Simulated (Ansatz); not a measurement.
# C₉H₁₈: one species, many methods

How much do the methods differ for C₉H₁₈? The plan is to run it at one geometry with functionals of several rungs and with coupled cluster. The yardstick is the atomisation energy at the CCSD(T) limit.

Method: functionals in def2-TZVPP, the program's frozen cores in correlated methods; program: Ansatz 0.2.0, Gaussian basis.

Levels to be run: LDA (SPW92), PBE-D4, revPBE-D4, BLYP-D4, r2SCAN-D4, B97M-V, PBE0-D4, B3LYP-D4, r2SCANh-D4, r2SCAN0-D4, HSE06-D4, BHLYP-D4, CAM-B3LYP-D4, LC-ωPBE, ωB97X-V, ωB97M-V, B2PLYP, PBE-QIDH; CCSD(T)/def2-SVP; CCSD(T)/def2-TZVPP; MP2/def2-QZVPP; extrapolation to the limit; RPA on PBE.

## 1. The geometry

The geometry comes from an earlier relaxation with PBE0-D4 in a triple-zeta def2 set; it is a stationary point, not always the lowest conformer.

SMILES `CCCC1CCCCC1`, 27 atoms, charge 0, spin multiplicity 1.

Atoms are counted from 1 here; the program's logs count them from 0.

Bond lengths: C1–C2 1.519 Å, C1–H10 1.094 Å, C1–H11 1.093 Å, C1–H12 1.094 Å, C2–C3 1.520 Å, C2–H13 1.095 Å, C2–H14 1.097 Å, C3–C4 1.528 Å, C3–H15 1.097 Å, C3–H16 1.096 Å, C4–C5 1.530 Å, C4–C9 1.531 Å, C4–H17 1.098 Å, C5–C6 1.524 Å, C5–H18 1.097 Å, C5–H19 1.095 Å, C6–C7 1.523 Å, C6–H20 1.096 Å and more. Angles: C2–C1–H10 111.1°, C2–C1–H11 111.7°, C2–C1–H12 111.0°, H10–C1–H11 107.7°, H10–C1–H12 107.4°, H11–C1–H12 107.7°, C1–C2–C3 112.6°, C1–C2–H13 109.2°, C1–C2–H14 109.7°, C3–C2–H13 110.0°, C3–C2–H14 109.2°, H13–C2–H14 106.0°, C2–C3–C4 114.7°, C2–C3–H15 108.6°, C2–C3–H16 108.9°, C4–C3–H15 108.1°, C4–C3–H16 110.6°, H15–C3–H16 105.6° and more.

## 2. LDA

This LDA is Slater exchange with PW92 correlation.

File in.yaml:

```yaml
crystal:
  periodic: [false, false, false]
  atoms:
    - {symbol: C, position_ang: [-1.722124, -3.069924, -0.016463]}
    - {symbol: C, position_ang: [-0.666287, -2.147329, -0.600747]}
    - {symbol: C, position_ang: [-0.928117, -0.684277, -0.281112]}
    - {symbol: C, position_ang: [0.036907, 0.297441, -0.944866]}
    - {symbol: C, position_ang: [-0.396736, 1.748665, -0.727174]}
    - {symbol: C, position_ang: [-0.184472, 2.219255, 0.706779]}
    - {symbol: C, position_ang: [1.260869, 2.022669, 1.143838]}
    - {symbol: C, position_ang: [1.708402, 0.580422, 0.947189]}
    - {symbol: C, position_ang: [1.489080, 0.129069, -0.491060]}
    - {symbol: H, position_ang: [-2.715680, -2.827716, -0.404430]}
    - {symbol: H, position_ang: [-1.518741, -4.116897, -0.253223]}
    - {symbol: H, position_ang: [-1.764724, -2.978256, 1.072732]}
    - {symbol: H, position_ang: [0.317916, -2.442515, -0.223037]}
    - {symbol: H, position_ang: [-0.624364, -2.276491, -1.688949]}
    - {symbol: H, position_ang: [-1.945966, -0.431879, -0.604509]}
    - {symbol: H, position_ang: [-0.923731, -0.552405, 0.806508]}
    - {symbol: H, position_ang: [-0.000657, 0.096156, -2.023429]}
    - {symbol: H, position_ang: [0.185947, 2.393335, -1.396770]}
    - {symbol: H, position_ang: [-1.446427, 1.869616, -1.014843]}
    - {symbol: H, position_ang: [-0.846986, 1.666387, 1.382445]}
    - {symbol: H, position_ang: [-0.467432, 3.272367, 0.797500]}
    - {symbol: H, position_ang: [1.907186, 2.680057, 0.547937]}
    - {symbol: H, position_ang: [1.388374, 2.324216, 2.187930]}
    - {symbol: H, position_ang: [1.151858, -0.070134, 1.632101]}
    - {symbol: H, position_ang: [2.763888, 0.471443, 1.214184]}
    - {symbol: H, position_ang: [1.815193, -0.906518, -0.620510]}
    - {symbol: H, position_ang: [2.126823, 0.733255, -1.148020]}
basis:
  gaussian: {orbitals: def2-TZVPP}
hamiltonian: {xc: lda}
output: {orbitals: {seedname: orbitals}}
```

The run is started by

```bash
$ ansatz run in.yaml --threads 4 --pin off --events-out ev --progress --plain --max-ram 66560MiB --backend cuda --devices 0, --max-vram 37GiB
```

The runs that follow: PBE-D4 (GGA); revPBE-D4 (GGA); BLYP-D4 (GGA); r2SCAN-D4 (meta-GGA); B97M-V (meta-GGA); B3LYP-D4 (hybrid); r2SCANh-D4 (hybrid); r2SCAN0-D4 (hybrid); HSE06-D4 (hybrid); BHLYP-D4 (hybrid); CAM-B3LYP-D4 (range-separated); LC-ωPBE (range-separated); ωB97X-V (range-separated); ωB97M-V (range-separated); B2PLYP (double hybrid); PBE-QIDH (double hybrid); CCSD(T) in def2-SVP; CCSD(T) in def2-TZVPP; MP2 in def2-QZVPP; RPA on PBE orbitals.

Before running them: what should the planned runs give, taken together? Wanted: atomisation energy, CCSD(T)/CBS; farthest beyond LDA; mean size of error, GGA; mean size of error, meta-GGA; mean size of error, hybrid; mean size of error, range-separated; mean size of error, double hybrid; gap, smallest and largest; T1 diagnostic.

**Answer**, as computed:

| quantity | value |
| --- | --- |
| atomisation energy, CCSD(T)/CBS | 2646.8 kcal/mol |
| functionals within 13.2 kcal/mol (0.5 %) | revPBE-D4, r2SCAN-D4, B97M-V, B3LYP-D4, r2SCANh-D4, r2SCAN0-D4, CAM-B3LYP-D4, LC-ωPBE, ωB97X-V, ωB97M-V, PBE-QIDH |
| farthest beyond LDA | BHLYP-D4 (-52.2 kcal/mol) |
| mean size of error, GGA | 23.6 kcal/mol |
| mean size of error, meta-GGA | 6.0 kcal/mol |
| mean size of error, hybrid | 19.6 kcal/mol |
| mean size of error, range-separated | 7.8 kcal/mol |
| mean size of error, double hybrid | 16.4 kcal/mol |
| gap, smallest and largest | 6.96 eV (LDA (SPW92)), 13.92 eV (LC-ωPBE) |
| T1 diagnostic | 0.0088 |
| triples share of the correlation energy | 3.9 % |

In words: LDA overbinds by 356.1 kcal/mol (13 %). PBE-D4 misses by +50.5 kcal/mol. Double hybrids carry the basis error of their MP2 part in triple zeta, and no dispersion term here, so their miss is partly the set-up's. The rungs meta-GGA, range-separated miss on average by less than the doubt on the reference (13.2 kcal/mol), so they tie. The reference freezes the cores and leaves out relativity and excitations past (T), so misses under about 13.2 kcal/mol can't be ranked. Hartree-Fock recovers 76 % of the binding; the rest is correlation. CCSD(T) in def2-SVP is off by -86.9 kcal/mol, more than most functionals: a good method in a small basis is no reference. The gap grows from 7.0 to 13.9 eV across the functionals, mostly with the share of exact exchange.
